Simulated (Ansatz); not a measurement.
**HfSi: response at fixed volumes**

This session takes HfSi and sets out to find the volume at zero pressure and compute its response at set volumes.

Computed with Ansatz 0.2.0 (DFT PBEsol, scalar-relativistic, plane waves, PAW, unless a step's input says otherwise).

## Step 1: The system as given

Symmetry: F-43m, No. 216, cubic system. The conventional cell has a = 5.820 Å, b = 5.820 Å, c = 5.820 Å, α = 90.00°, β = 90.00°, γ = 90.00°. Hf (site symmetry -43m) has 4 Si at 2.52 Å in its first shell of neighbours. Si (site symmetry -43m) has 4 Hf at 2.52 Å in its first shell of neighbours.

As a file:

```xyz
2
Lattice="0.0000 2.9102 2.9102 2.9102 0.0000 2.9102 2.9102 2.9102 0.0000" Properties=species:S:1:pos:R:3 pbc="T T T"
Hf    0.0000    0.0000    0.0000
Si    1.4551    1.4551    1.4551
```

This is a trial structure built by rule; it need not be a known or stable form of this composition.

The cell is the ideal cubic zincblende prototype; whether it is the stable structure of this composition wasn't checked.

## Step 2: Seeking zero pressure, try 1

input.yaml

```yaml
crystal:
  lattice:
    - [0.0, 2.9101917669, 2.9101917669]
    - [2.9101917669, 0.0, 2.9101917669]
    - [2.9101917669, 2.9101917669, 0.0]
  atoms:
    - { symbol: Hf, position: [0.0, 0.0, 0.0] }
    - { symbol: Si, position: [0.25, 0.25, 0.25] }
basis:
  ecutwfc: 420
kpoints:
  mp_grid: { grid: [6, 6, 6] }
hamiltonian:
  xc: pbesol
scf:
  occupations: { method: gaussian, width: 0.05 }
output:
  forces: true
  stress: true
  eigenvalues: true
```

Command:

```console
$ ansatz run input.yaml --threads 4 --pin off --max-ram 12288MiB --backend cpu --events-out ev --progress --plain --runs-dir out
```

Output, shortened:

```text
[...]
SCF converged after 6 iterations
Free energy (F): -16218.249520 eV
[...]
E sigma→0 (E₀):  -16218.248955 eV
Entropy (-TS):   -0.001132 eV (-0.566 meV/atom)
Fermi energy:    10.348637 eV
[...]
--- Forces (eV/Å), atoms counted from 1 ---
  atom   1  Hf     0.00000000    -0.00000000    -0.00000000
  atom   2  Si     0.00000000    -0.00000000     0.00000000
[...]
--- Stress (GPa, compression-positive) ---
        6.261770      -0.000000      -0.000000
       -0.000000       6.261770       0.000000
       -0.000000       0.000000       6.261770
  P = ⅓ Tr σ = 6.2618 GPa (62.618 kbar)
--- Band table (eV; the first three rows and the last of 16) ---
  k-point 0: bands = ["-51.5692", "-20.2374", "-20.2374", "-20.2374", "-1.5603", "-1.5534", "-1.5534", "-1.5534", "-1.5327", "-1.5327", "-1.5327", "1.7320", "8.8740", "8.8740", "8.8740", "12.0482", "12.0482", "14.8954", "17.5008"]
[...]
```

It took 1.2 s on 4 threads of Intel Xeon Platinum 8259CL at 2.50GHz (Skylake/Cascade Lake), shared host; peak memory 0.4 GiB.

## Step 3: Coarse point 2 of the search for the rest volume

Changes to input.yaml since step 2:

```diff
@@ -2,5 +2,5 @@
   lattice:
-    - [0.0, 2.9101917669, 2.9101917669]
-    - [2.9101917669, 0.0, 2.9101917669]
-    - [2.9101917669, 2.9101917669, 0.0]
+    - [0.0, 2.9599552821, 2.9599552821]
+    - [2.9599552821, 0.0, 2.9599552821]
+    - [2.9599552821, 2.9599552821, 0.0]
   atoms:
```

Command:

```console
$ ansatz run input.yaml --threads 4 --pin off --max-ram 12288MiB --backend cpu --events-out ev --progress --plain --runs-dir out
```

Output, shortened:

```text
[...]
SCF converged after 6 iterations
Free energy (F): -16218.316736 eV
[...]
E sigma→0 (E₀):  -16218.316320 eV
Entropy (-TS):   -0.000832 eV (-0.416 meV/atom)
Fermi energy:    9.677051 eV
[...]
--- Forces (eV/Å), atoms counted from 1 ---
  atom   1  Hf     0.00000000    -0.00000000    -0.00000000
  atom   2  Si     0.00000000    -0.00000000    -0.00000000
[...]
--- Stress (GPa, compression-positive) ---
        2.221528       0.000000      -0.000000
       -0.000000       2.221528       0.000000
       -0.000000       0.000000       2.221528
  P = ⅓ Tr σ = 2.2215 GPa (22.215 kbar)
--- Band table (eV; the first three rows and the last of 16) ---
  k-point 0: bands = ["-52.4003", "-21.0455", "-21.0455", "-21.0455", "-2.3839", "-2.3839", "-2.3839", "-2.3824", "-2.3642", "-2.3642", "-2.3642", "1.2583", "8.2870", "8.2870", "8.2870", "11.3420", "11.3420", "13.9616", "16.6623"]
[...]
```

Run time: 1.4 s. Hardware: 4 threads of Intel Xeon Platinum 8259CL at 2.50GHz (Skylake/Cascade Lake), shared host; peak memory 0.39 GiB.

## Step 4: Seeking zero pressure, try 3

Changes to input.yaml since step 3:

```diff
@@ -2,5 +2,5 @@
   lattice:
-    - [0.0, 2.9599552821, 2.9599552821]
-    - [2.9599552821, 0.0, 2.9599552821]
-    - [2.9599552821, 2.9599552821, 0.0]
+    - [0.0, 2.9935777346, 2.9935777346]
+    - [2.9935777346, 0.0, 2.9935777346]
+    - [2.9935777346, 2.9935777346, 0.0]
   atoms:
```

Command:

```console
$ ansatz run input.yaml --threads 4 --pin off --max-ram 12288MiB --backend cpu --events-out ev --progress --plain --runs-dir out
```

Output, shortened:

```text
[...]
SCF converged after 6 iterations
Free energy (F): -16218.327737 eV
[...]
E sigma→0 (E₀):  -16218.327230 eV
Entropy (-TS):   -0.001014 eV (-0.507 meV/atom)
Fermi energy:    9.229530 eV
[...]
--- Forces (eV/Å), atoms counted from 1 ---
  atom   1  Hf     0.00000000    -0.00000000     0.00000000
  atom   2  Si     0.00000000    -0.00000000     0.00000000
[...]
--- Stress (GPa, compression-positive) ---
       -0.184567      -0.000000      -0.000000
        0.000000      -0.184567       0.000000
       -0.000000       0.000000      -0.184567
  P = ⅓ Tr σ = -0.1846 GPa (-1.846 kbar)
--- Band table (eV; the first three rows and the last of 16) ---
  k-point 0: bands = ["-52.9349", "-21.5658", "-21.5658", "-21.5658", "-2.9190", "-2.9190", "-2.9190", "-2.9131", "-2.9000", "-2.9000", "-2.9000", "0.9558", "7.9099", "7.9099", "7.9099", "10.8869", "10.8869", "13.3570", "16.1190"]
[...]
```

Run time: 1.3 s. Hardware: 4 threads of Intel Xeon Platinum 8259CL at 2.50GHz (Skylake/Cascade Lake), shared host; peak memory 0.39 GiB.

Symmetry fixes shape and atoms, so only the volume is sought, on a coarse mesh:

| try | volume (Å³/atom) | pressure (GPa) |
| --- | --- | --- |
| 1 | 24.647 | 6.26 |
| 2 | 25.933 | 2.22 |
| 3 | 26.827 | -0.18 |

## Step 5: Single point at 1.000 V0

input.yaml

```yaml
crystal:
  lattice:
    - [0.0, 2.9936, 2.9936]
    - [2.9936, 0.0, 2.9936]
    - [2.9936, 2.9936, 0.0]
  atoms:
    - { symbol: Hf, position: [0.0, 0.0, 0.0] }
    - { symbol: Si, position: [0.25, 0.25, 0.25] }
basis:
  ecutwfc: 420
kpoints:
  mp_grid: { grid: [10, 10, 10] }
hamiltonian:
  xc: pbesol
scf:
  occupations: { method: fermi_dirac, width: 0.15 }
output:
  forces: true
  stress: true
  eigenvalues: true
```

Command:

```console
$ ansatz run input.yaml --threads 4 --pin off --max-ram 12288MiB --backend cpu --events-out ev --progress --plain --runs-dir out
```

Output, shortened:

```text
Warning: RAYON_NUM_THREADS=4 ignored (pool sized by the plan → 4); use --threads N
band count auto-derived: 20 (N_el = 30.0; filled up to band 15; 19 by the electrons, moments and atoms)
[...]
Pseudopotentials: kind: paw
Pseudopotential: Hf, paw, valence charge 26, recommended cutoff 420 eV (normal), Hf.paw.azcp
Pseudopotential: Si, paw, valence charge 4, recommended cutoff 420 eV (normal), Si.paw.azcp
Functional definition: PBEsol
[...]
Crystal: 2 atoms, lattice volume = 53.655 Å³
Basis set: ecut = 420 eV, 1067 PW (Γ), exchange–correlation on 60×60×60 points (8 copies of the dense FFT grid, shifted against one another)
Bands: 20, of which v1, the nominal top of the filled ones, is band 15 counted from 1 (14 counted from 0)
Symmetry: 24 space group operations
Space group: F-43m (ITA 216), of the structure as read, at distance tolerance 3.8e-5 Å
k-points: 47 of 1000 (time reversal used)
[...]
SCF iter   7: F=-16218.356692 eV  HF=-16218.356692 eV  |F-HF|=3.77e-8  |Δ(HF+E_count)|=   1.32e-7  Δρ=9.66e-6  dr2=4.94e-8  ethr=3.33e-10  ⟨swp⟩=3.0  Hψ=4069  notcnv=0
[...]
SCF converged after 7 iterations
Free energy (F): -16218.356692 eV
[...]
E sigma→0 (E₀):  -16218.314550 eV
Entropy (-TS):   -0.084284 eV (-42.142 meV/atom)
Fermi energy:    9.242932 eV
[...]
--- Forces (eV/Å), atoms counted from 1 ---
  atom   1  Hf     0.00000000    -0.00000000     0.00000000
  atom   2  Si     0.00000000    -0.00000000    -0.00000000
[...]
--- Stress (GPa, compression-positive) ---
       -0.188934      -0.000000      -0.000000
       -0.000000      -0.188934       0.000000
       -0.000000       0.000000      -0.188934
  P = ⅓ Tr σ = -0.1889 GPa (-1.889 kbar)
--- Band table (eV; the first three rows and the last of 47) ---
  k-point 0: bands = ["-52.9151", "-21.5472", "-21.5472", "-21.5472", "-2.9001", "-2.9001", "-2.9001", "-2.8941", "-2.8809", "-2.8809", "-2.8809", "0.9477", "7.9090", "7.9090", "7.9090", "10.8951", "10.8951", "13.3512", "16.1142", "16.1142"]
[...]
```

It took 2.2 s on 4 threads of Intel Xeon Platinum 8259CL at 2.50GHz (Skylake/Cascade Lake), shared host; peak memory 0.46 GiB.

## Step 6: Phonons at Γ at 1.000 V0

Changes to input.yaml since step 5:

```diff
@@ -17,4 +17,5 @@
 output:
-  forces: true
-  stress: true
   eigenvalues: true
+phonons:
+  method: dfpt
+  eigenvectors: true
```

Command:

```console
$ ansatz run input.yaml --threads 4 --pin off --max-ram 12288MiB --backend cpu --events-out ev --progress --plain --runs-dir out
```

Output, shortened:

```text
Warning: RAYON_NUM_THREADS=4 ignored (pool sized by the plan → 4); use --threads N
band count auto-derived: 20 (N_el = 30.0; filled up to band 15; 19 by the electrons, moments and atoms)
zone centre: on kpoints.mp_grid the ground state, and the responses unless they are solved on pairs of k-points, stand on 102 of the mesh's 1000 k-points, reduced under 8 symmetry operations, with k and −k counted as one. Each operation leaves every solved displacement unchanged or reverses it
[...]
Pseudopotentials: kind: paw
Pseudopotential: Hf, paw, valence charge 26, recommended cutoff 420 eV (normal), Hf.paw.azcp
Pseudopotential: Si, paw, valence charge 4, recommended cutoff 420 eV (normal), Si.paw.azcp
Functional definition: PBEsol
[...]
Crystal: 2 atoms, lattice volume = 53.655 Å³
Basis set: ecut = 420 eV, 1067 PW (Γ), exchange–correlation on 60×60×60 points (8 copies of the dense FFT grid, shifted against one another)
[...]
SCF converged after 11 iterations
Free energy (F): -16218.356692 eV
[...]
E sigma→0 (E₀):  -16218.314549 eV
Entropy (-TS):   -0.084286 eV (-42.143 meV/atom)
Fermi energy:    9.242930 eV
[...]
--- Band table (eV; the first three rows and the last of 102) ---
  k-point 0: bands = ["-52.9149", "-21.5472", "-21.5472", "-21.5472", "-2.9000", "-2.9000", "-2.9000", "-2.8940", "-2.8808", "-2.8808", "-2.8808", "0.9477", "7.9090", "7.9090", "7.9090", "10.8951", "10.8951", "13.3512", "16.1142", "16.1142"]
[...]
--- Phonons (Γ-DFPT): 2 representative perturbations + reference, on 102 of 1000 k-points (Σ response iterations 6) ---
  k mesh reduced under 8 symmetry operations, with k and −k counted as one. Each operation leaves every solved displacement unchanged or reverses it
  ASR residual: 1.112e-3 → 0.000e0 eV/Å²; symmetrization residual: 8.407e-7 eV/Å²
  ASR residual per site (eV/Å²): 1.11e-3 1.92e-5
  Γ frequencies (cm⁻¹): 0.00 0.00 0.00 306.14 306.14 306.14
  non-analytic LO–TO correction: not included (Born effective charges unavailable; polar crystals: no LO–TO splitting at Γ)
```

Run time: 18 s. Hardware: 4 threads of Intel Xeon Platinum 8259CL at 2.50GHz (Skylake/Cascade Lake), shared host; peak memory 0.7 GiB.

The optical modes at Γ, the three translations left out (i: imaginary):

| cm⁻¹ | modes |
| --- | --- |
| 306 | 3 |

Displacements in the lowest optical mode (306 cm⁻¹), eigenvector over the root of the mass, scaled so that the longest move is 1. It is one member of a degenerate level, so its direction within the level is arbitrary.

| atom | x | y | z |
| --- | --- | --- | --- |
| Hf1 | 0.03 | -0.09 | 0.13 |
| Si2 | -0.19 | 0.55 | -0.81 |

## Step 7: Elastic constants at 1.000 V0

Changes to input.yaml since step 6:

```diff
@@ -17,5 +17,7 @@
 output:
+  forces: true
+  stress: true
   eigenvalues: true
-phonons:
-  method: dfpt
-  eigenvectors: true
+elastic:
+  mode: relaxed_ion
+  amplitude: 0.005
```

Command:

```console
$ ansatz run input.yaml --threads 4 --pin off --max-ram 12288MiB --backend cpu --events-out ev --progress --plain --runs-dir out
```

Output, shortened:

```text
Warning: RAYON_NUM_THREADS=4 ignored (pool sized by the plan → 4); use --threads N
band count auto-derived: 20 (N_el = 30.0; filled up to band 15; 19 by the electrons, moments and atoms)
[...]
Pseudopotentials: kind: paw
Pseudopotential: Hf, paw, valence charge 26, recommended cutoff 420 eV (normal), Hf.paw.azcp
Pseudopotential: Si, paw, valence charge 4, recommended cutoff 420 eV (normal), Si.paw.azcp
Functional definition: PBEsol
[...]
Crystal: 2 atoms, lattice volume = 53.655 Å³
Basis set: ecut = 420 eV, 1067 PW (Γ), exchange–correlation on 60×60×60 points (8 copies of the dense FFT grid, shifted against one another)
Bands: 20, of which v1, the nominal top of the filled ones, is band 15 counted from 1 (14 counted from 0)
Symmetry: 24 space group operations
Space group: F-43m (ITA 216), of the structure as read, at distance tolerance 3.8e-5 Å
k-points: 47 of 1000 (time reversal used)
[...]
     5.000e-3       0.4610      -16218.3561457       5   36513   1071   relax 0 steps, max|allowed force component| 9.71e-17 eV/Å
     1.000e-2       0.7374      -16218.3551456       9   40270   1074   relax 0 steps, max|allowed force component| 9.71e-17 eV/Å
  strain η (Voigt 23):  stress-route row diagonal C_44 = -12.05 GPa, energy-path curvature d²(F+E_count+ΔE)/dδ²/Ω₀ = -12.13 GPa
    cells at ±δ against ±2δ: C44 -12.05 and -12.03 GPa, apart by 0.11 % of the column's largest entry
         δ    σ_23 (GPa)             F (eV)   n_scf  n_hpsi   n_pw
    -1.000e-2       0.1203      -16218.3568947       5   45917   1063   relax 3 steps, max|allowed force component| 2.37e-5 eV/Å
    -5.000e-3       0.0602      -16218.3567419       6   51191   1063   relax 2 steps, max|allowed force component| 3.28e-5 eV/Å
     5.000e-3      -0.0602      -16218.3567419       6   51102   1063   relax 2 steps, max|allowed force component| 1.74e-9 eV/Å
     1.000e-2      -0.1203      -16218.3568947       5   42918   1063   relax 2 steps, max|allowed force component| 2.22e-5 eV/Å
```

It took 1.7 min on 4 threads of Intel Xeon Platinum 8259CL at 2.50GHz (Skylake/Cascade Lake), shared host; peak memory 0.61 GiB.

## Step 8: Outcome

| quantity | value |
| --- | --- |
| reference volume V0, last point of the coarse search | 26.83 Å³/atom at -0.2 GPa |
| pressure, gap at 1.000 V0 | -0.2 GPa, none (metal) |
| optical modes at Γ | 306 cm⁻¹ |
| C11, C12, C44 (relaxed-ion) | 54, 75, -12 GPa |

What this shows: All optical modes at Γ are real, so no distortion that keeps the cell lowers the energy to second order; that says nothing of other wave vectors. The relaxed-ion tensor has an eigenvalue of -20.7 GPa, so some strain lowers the energy: the cell is mechanically unstable. Spin-orbit coupling is left out for Hf. For a metal these values are sensitive to the k mesh.
